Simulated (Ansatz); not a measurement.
I need a comparison of dispersion corrections of C2H6GeOS, SMILES CC(=S)[O][GeH3]. Use Ansatz 0.2.0 through its Python package. Level of theory (for the species named): BLYP, def2-SVP basis, multiplicity 1, D3BJ dispersion.

```xyz
11

C    -0.5878   -1.1640    0.7457
C     0.8141   -0.7781    0.5900
S     1.9106   -1.7087    1.3079
O     1.3253    0.3381   -0.1560
Ge    0.1313    1.4560   -1.0412
H    -1.1737   -0.2593    1.2128
H    -1.0470   -1.3109   -0.2634
H    -0.7385   -2.0089    1.3531
H     0.9634    2.5777   -1.6945
H    -0.8297    2.1265    0.0198
H    -0.7027    0.6746   -2.0536
```

Script `c2h6geos_disp.py`:
```python
'''Dispersion corrections for C2H6GeOS.'''

from dataclasses import dataclass

import ansatz


@dataclass
class RunConfig:
    basis: str = 'def2-SVP'


opts = RunConfig()


def main() -> None:
    geometry_ang = [
        ('C', [-0.5878, -1.164, 0.7457]),
        ('C', [0.8141, -0.7781, 0.59]),
        ('S', [1.9106, -1.7087, 1.3079]),
        ('O', [1.3253, 0.3381, -0.156]),
        ('Ge', [0.1313, 1.456, -1.0412]),
        ('H', [-1.1737, -0.2593, 1.2128]),
        ('H', [-1.047, -1.3109, -0.2634]),
        ('H', [-0.7385, -2.0089, 1.3531]),
        ('H', [0.9634, 2.5777, -1.6945]),
        ('H', [-0.8297, 2.1265, 0.0198]),
        ('H', [-0.7027, 0.6746, -2.0536]),
    ]
    mol = ansatz.Crystal.molecule()
    for symbol, xyz in geometry_ang:
        mol = mol.atom(symbol, xyz)

    job = mol.calculation().basis(gaussian=opts.basis)
    for name in ['blyp', 'r2scan']:
        for correction in ('d3bj', 'd4'):
            summary = job.functional(name, dispersion=correction).run(threads=1).report
            print(f'{name:8s} {correction:5s} total {summary["free_energy_ev"]:.5f} eV, of which dispersion {1000 * summary["dispersion"]["energy"]["ev"]:.2f} meV')


if __name__ == '__main__':
    main()
```

```console
$ python c2h6geos_disp.py
blyp     d3bj  total -71558.53838 eV, of which dispersion -570.61 meV
blyp     d4    total -71558.55252 eV, of which dispersion -584.75 meV
DeckWarning: the engine holds no damping parameters fitted to this dispersion correction and functional, so the run takes those fitted to r2scan beside the three-body term, which d3bj leaves out (hamiltonian.dispersion, under Limitations)
r2scan   d3bj  total -71555.05959 eV, of which dispersion -75.44 meV
r2scan   d4    total -71555.05025 eV, of which dispersion -66.10 meV
```
(Warnings from the package without file and line.)

Total energies depend on the basis set; only differences at equal settings carry meaning. The geometry is a force-field or estimated start, not a minimum of this method, and the basis set is short of its limit. D4 holds the three-body term, and d3bj doesn't. A dispersion term here runs with damping parameters fitted for another variant or functional. Wall time of the script: 22 s on 1 thread of Arm Neoverse V2, with other jobs on the host, peak memory 0.25 GiB.

(Lines on the test bed's own set-up are left out of the output.)
